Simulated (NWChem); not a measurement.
# C3H10Si (trimethylsilane) at 5 levels

Aim: a comparison of 5 runs (HF/STO-3G, HF/3-21G, HF/cc-pVDZ, B3LYP/6-31G*) of C3H10Si (trimethylsilane). 

Program for the calculation: NWChem 7.3.0.

### 1 The molecule

C3H10Si has 14 atoms, charge 0, and is taken as a singlet. SMILES: `C[SiH](C)C`. The shape is that of a PBE0-D4/def2-TZVP optimisation.

Bond lengths: C1–Si2 1.874 Å, Si2–C3 1.874 Å, Si2–C4 1.874 Å, C1–H5 1.093 Å, C1–H6 1.093 Å, C1–H7 1.094 Å, Si2–H8 1.494 Å, C3–H9 1.094 Å, C3–H10 1.093 Å, C3–H11 1.093 Å, C4–H12 1.093 Å, C4–H13 1.094 Å, C4–H14 1.093 Å. Some angles: C1–Si2–C3 110.3°, C1–Si2–C4 110.3°, C3–Si2–C4 110.3°, C1–Si2–H8 108.6°, C3–Si2–H8 108.6°, C4–Si2–H8 108.6°, Si2–C1–H5 111.2°, Si2–C1–H6 111.1°, Si2–C1–H7 110.9°, Si2–C3–H9 110.9°.

### 2 Energy and forces at HF/STO-3G (run 1)

File a.xyz:

```xyz
14
C3H10Si
C     -0.956800     1.082600    -1.038400
Si    -0.338800    -0.014600     0.348900
C      1.239400     0.684100     1.077800
C     -0.051300    -1.756700    -0.277600
H     -1.888100     0.697200    -1.460900
H     -1.145900     2.098700    -0.683100
H     -0.221600     1.141300    -1.845900
H     -1.379500    -0.059300     1.420400
H      2.029000     0.733500     0.322800
H      1.601800     0.063500     1.901200
H      1.081800     1.694100     1.464300
H     -0.968800    -2.184000    -0.689800
H      0.706900    -1.767300    -1.065700
H      0.291900    -2.413100     0.526000
```

File a.nw:

```
START a
TITLE "C3H10Si"
memory 2200 mb

GEOMETRY units angstrom noautosym nocenter noautoz
 load format xyz a.xyz
END

BASIS "ao basis" spherical bse
 * library STO-3G
END

SCF
 thresh 1e-08
 maxiter 80
 print low
END

TASK scf gradient
```

Command:

```console
$ nwchem a.nw > a.out
```

The program printed:

```text
[...]
  functions       =    34
[...]
  wavefunction    = RHF
[...]
         Total SCF energy =   -403.699068455115
      One-electron energy =   -905.289940605413
      Two-electron energy =    326.258227596146
 Nuclear repulsion energy =    175.332644554151
        Time for solution =      2.4s
[...]
                         RHF ENERGY GRADIENTS
    atom               coordinates                        gradient
                 x          y          z           x          y          z
   1 C      -1.808090   2.045817  -1.962291   -0.000688  -0.000942   0.002312
   2 Si     -0.640239  -0.027590   0.659325    0.022951   0.000943  -0.023576
   3 C       2.342126   1.292762   2.036747   -0.002427  -0.000536   0.000579
   4 C      -0.096943  -3.319682  -0.524588   -0.001483   0.001361   0.001710
   5 H      -3.567992   1.317517  -2.760701   -0.007903  -0.003763  -0.003108
   6 H      -2.165437   3.965968  -1.290872   -0.001466   0.008450   0.003672
   7 H      -0.418763   2.156744  -3.488245    0.007422  -0.000368  -0.006445
   8 H      -2.606877  -0.112061   2.684167   -0.024645  -0.001056   0.025365
   9 H       3.834254   1.386114   0.610004    0.006094  -0.000130  -0.007681
  10 H       3.026963   0.119998   3.592747    0.002517  -0.005694   0.006952
  11 H       2.044306   3.201385   2.767126   -0.002020   0.008499   0.003129
[...]
```

Run time: 3.6 s. Hardware: 1 thread of Intel Xeon Platinum 8488C (Sapphire Rapids), shared host; peak memory 0.1 GiB.

### 3 Energy and gradient at HF/3-21G (run 2)

File nw.nw:

```
start nw
memory total 2200 mb

geometry noautosym nocenter noautoz
  C       -0.956800       1.082600      -1.038400
  Si      -0.338800      -0.014600       0.348900
  C        1.239400       0.684100       1.077800
  C       -0.051300      -1.756700      -0.277600
  H       -1.888100       0.697200      -1.460900
  H       -1.145900       2.098700      -0.683100
  H       -0.221600       1.141300      -1.845900
  H       -1.379500      -0.059300       1.420400
  H        2.029000       0.733500       0.322800
  H        1.601800       0.063500       1.901200
  H        1.081800       1.694100       1.464300
  H       -0.968800      -2.184000      -0.689800
  H        0.706900      -1.767300      -1.065700
  H        0.291900      -2.413100       0.526000
end

basis spherical bse
  C library 3-21G
  Si library 3-21G
  H library 3-21G
end

scf
  thresh 1e-08
  maxiter 80
end

task scf gradient
```

Command:

```console
$ nwchem nw.nw > nw.out
```

The program printed:

```text
[...]
  functions       =    60
[...]
  wavefunction    = RHF
[...]
         Total SCF energy =   -406.203394175353
      One-electron energy =   -906.198371720064
      Two-electron energy =    324.662332990560
 Nuclear repulsion energy =    175.332644554151
        Time for solution =      2.8s
[...]
                         RHF ENERGY GRADIENTS
    atom               coordinates                        gradient
                 x          y          z           x          y          z
   1 C      -1.808090   2.045817  -1.962291    0.007082  -0.012095   0.015007
   2 Si     -0.640239  -0.027590   0.659325    0.010445   0.000414  -0.010711
   3 C       2.342126   1.292762   2.036747   -0.017118  -0.007638  -0.008352
   4 C      -0.096943  -3.319682  -0.524588   -0.002951   0.019233   0.006624
   5 H      -3.567992   1.317517  -2.760701   -0.003929  -0.002204  -0.001218
   6 H      -2.165437   3.965968  -1.290872   -0.000631   0.004069   0.002263
   7 H      -0.418763   2.156744  -3.488245    0.003624  -0.000320  -0.002902
   8 H      -2.606877  -0.112061   2.684167    0.000997   0.000044  -0.001034
   9 H       3.834254   1.386114   0.610004    0.002703  -0.000157  -0.003758
  10 H       3.026963   0.119998   3.592747    0.000868  -0.003104   0.003419
  11 H       2.044306   3.201385   2.767126   -0.001462   0.004182   0.001454
[...]
```

Wall time 3.9 s (1 thread of Intel Xeon Platinum 8488C (Sapphire Rapids), shared host); peak memory 0.098 GiB.

Runs 3 to 4 aren't shown in full; the table further down has their settings and results.

### 4 Energy and forces at B3LYP/6-31G(d) (Cartesian functions) (run 5)

File run.xyz:

```xyz
14

C     -0.956800     1.082600    -1.038400
Si    -0.338800    -0.014600     0.348900
C      1.239400     0.684100     1.077800
C     -0.051300    -1.756700    -0.277600
H     -1.888100     0.697200    -1.460900
H     -1.145900     2.098700    -0.683100
H     -0.221600     1.141300    -1.845900
H     -1.379500    -0.059300     1.420400
H      2.029000     0.733500     0.322800
H      1.601800     0.063500     1.901200
H      1.081800     1.694100     1.464300
H     -0.968800    -2.184000    -0.689800
H      0.706900    -1.767300    -1.065700
H      0.291900    -2.413100     0.526000
```

File run.py:

```python
from ase.io import read
from ase.calculators.nwchem import NWChem

molecule = read('run.xyz')

calc = NWChem(
    label='run',
    theory='dft',
    memory='2200 mb',
    basis='6-31G*',
    dft={'xc': 'b3lyp', 'mult': '1', 'grid': 'xfine', 'convergence': 'energy 1e-08', 'iterations': '100', 'mulliken': None},
)
molecule.calc = calc

forces = molecule.get_forces()
print("Total energy (eV):", round(molecule.get_potential_energy(), 6))
print("forces (eV/A):")
for s, f in zip(molecule.symbols, forces):
    print(f"{s:2s} {f[0]:10.5f} {f[1]:10.5f} {f[2]:10.5f}")
print("dipole (e A):", molecule.get_dipole_moment().round(4))
```

Command:

```console
$ export ASE_NWCHEM_COMMAND="nwchem PREFIX.nwi > PREFIX.nwo"
$ python run.py
```

The program printed:

```text
Total energy (eV): -11152.978961
forces (eV/A):
C    -0.06212    0.08994   -0.10115
Si   -0.19000   -0.00663    0.19371
C     0.11714    0.05420    0.07348
C     0.01440   -0.14378   -0.03908
H    -0.10125   -0.01152   -0.07060
H    -0.03126    0.11848    0.00159
H     0.05214    0.03044   -0.10372
H    -0.02823   -0.00129    0.02941
H     0.10737    0.02072   -0.05214
H     0.06911   -0.04119    0.09266
H     0.02103    0.11081    0.05271
H    -0.08017   -0.07950   -0.05296
H     0.07374   -0.04042   -0.08454
H     0.03810   -0.10022    0.06063
dipole (e A): [ 0.092   0.0039 -0.0947]
```

The calculator wrote run.nwi:

```
title "run"

permanent_dir run

scratch_dir run

start run

geometry units angstrom nocenter noautosym noautoz
  C  -9.5679999999999998e-01 1.0826000000000000e+00 -1.0384000000000000e+00
  Si -3.3879999999999999e-01 -1.4600000000000000e-02 3.4889999999999999e-01
  C  1.2394000000000001e+00 6.8410000000000004e-01 1.0778000000000001e+00
  C  -5.1299999999999998e-02 -1.7566999999999999e+00 -2.7760000000000001e-01
  H  -1.8880999999999999e+00 6.9720000000000004e-01 -1.4609000000000001e+00
  H  -1.1458999999999999e+00 2.0987000000000000e+00 -6.8310000000000004e-01
  H  -2.2159999999999999e-01 1.1413000000000000e+00 -1.8459000000000001e+00
  H  -1.3794999999999999e+00 -5.9299999999999999e-02 1.4204000000000001e+00
  H  2.0289999999999999e+00 7.3350000000000004e-01 3.2279999999999998e-01
  H  1.6017999999999999e+00 6.3500000000000001e-02 1.9012000000000000e+00
  H  1.0818000000000001e+00 1.6940999999999999e+00 1.4642999999999999e+00
  H  -9.6879999999999999e-01 -2.1840000000000002e+00 -6.8979999999999997e-01
  H  7.0689999999999997e-01 -1.7673000000000001e+00 -1.0657000000000001e+00
  H  2.9189999999999999e-01 -2.4131000000000000e+00 5.2600000000000002e-01
end

memory 2200 mb

basis noprint
   * library 6-31G*
end

dft
  xc b3lyp
  mult 1
  grid xfine
  convergence energy 1e-08
  iterations 100
  mulliken
end

task dft gradient
```

run.nwo, shortened:

```text
[...]
         Total DFT energy =     -409.864420380590
[...]
  wavefunction    = closed shell
                         DFT ENERGY GRADIENTS
    atom               coordinates                        gradient
                 x          y          z           x          y          z
   1 C      -1.808090   2.045817  -1.962291    0.001208  -0.001749   0.001967
   2 Si     -0.640239  -0.027590   0.659325    0.003695   0.000129  -0.003767
   3 C       2.342126   1.292762   2.036747   -0.002278  -0.001054  -0.001429
[... 10 lines of this table left out ...]
  14 H       0.551611  -4.560098   0.993996   -0.000741   0.001949  -0.001179
[...]
```

Run time: 52 s. Hardware: 1 thread of Intel Xeon Platinum 8488C (Sapphire Rapids), shared host; peak memory 0.17 GiB.

### 5 Overview of the runs

```
run                               level  iteration cap  module  energy (Eh)  largest force (eV/Å)  wall time
  1                           HF/STO-3G             80     scf  -403.699068                 1.819      3.6 s
  2                            HF/3-21G             80     scf  -406.203394                 1.057      3.9 s
  3                          HF/cc-pVDZ             80     scf  -408.387823                 0.350       49 s
  4  B3LYP/6-31G* (spherical functions)            100     dft  -409.860427                 0.287       50 s
  5  B3LYP/6-31G* (Cartesian functions)            100     dft  -409.864420                 0.271       52 s
```

### 6 Outcome

| quantity | value |
| --- | --- |
| run 5: total energy | -409.86442 Eh |
| run 5: dipole moment | 0.63 D |
| run 5: HOMO energy | -8.10 eV |
| run 5: LUMO energy | 2.20 eV |
| run 5: HOMO–LUMO gap | 10.30 eV |
| run 5: largest force on an atom | 0.271 eV/Å |

**Reading.** Over runs 2, 3, 4, 5 the dipole moment (its size) runs from 0.56 D (HF/3-21G) to 0.63 D (B3LYP/6-31G*). The two ends differ in method and basis. Over runs 2, 3, 4, 5 the HOMO–LUMO gap runs from 10.30 eV (B3LYP/6-31G*) to 17.88 eV (HF/3-21G). In run 1 the basis is minimal, so the values are rough. All runs together took 2.6 min, the longest 52 s.
